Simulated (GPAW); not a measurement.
Crystal: AlFe3B.

```
Fe Al B
1.0
     3.82232    0.00000    0.00000
     0.00000    3.82232    0.00000
     0.00000    0.00000    3.82232
Fe Al B
3 1 1
Direct
  0.00000 0.00000 0.50000
  0.00000 0.50000 0.00000
  0.50000 0.00000 0.00000
  0.50000 0.50000 0.50000
  0.00000 0.00000 0.00000
```

The cell comes from a database or a generator and needn't be the stable form of this composition.

- Program: GPAW 26.7.0
- Task: relaxation of cell and atoms
- Functional: PBEsol
- Potentials or basis: PAW data sets generated in the run's folder for this functional
- Cutoff: 800 eV
- Basis: pw
- k mesh: 6 × 6 × 6
- Occupations: fermi-dirac, width 0.05 eV
- Spin: collinear spin, ferromagnetic start
- Starting moments: [3.0, 3.0, 3.0, 0.0, 0.0] μB

At the start: pressure -5.6 GPa; volume 11.17 Å³/atom.

Problem. Where does the relaxation end?

Solution. Over 3 steps the energy falls by 4.5 meV/atom and the volume is 10.85 Å³/atom (-2.9 %); space group Pm-3m (No. 221, to 0.05 Å); moment 4.06 μB per cell.

Step by step:
```tsv
step	energy change (eV)	largest force (eV/Å)	pressure (GPa)	volume (Å³)
1	0.0000	0.0000	-5.58	55.84
2	-0.0056	0.0000	-4.96	55.66
3	-0.0226	0.0000	0.17	54.23
```

Final structure:
```yaml
crystal:
  lattice:
    - [3.78518, 0.00000, 0.00000]
    - [0.00000, 3.78518, 0.00000]
    - [0.00000, 0.00000, 3.78518]
  atoms:
    - { symbol: Fe, position: [0.00000, 0.00000, 0.50000] }
    - { symbol: Fe, position: [0.00000, 0.50000, 0.00000] }
    - { symbol: Fe, position: [0.50000, 0.00000, 0.00000] }
    - { symbol: Al, position: [0.50000, 0.50000, 0.50000] }
    - { symbol: B, position: [0.00000, 0.00000, 0.00000] }
```

Caveat: each step starts from the last one's moments, so a moment once lost doesn't come back; later steps reuse the first step's grids.
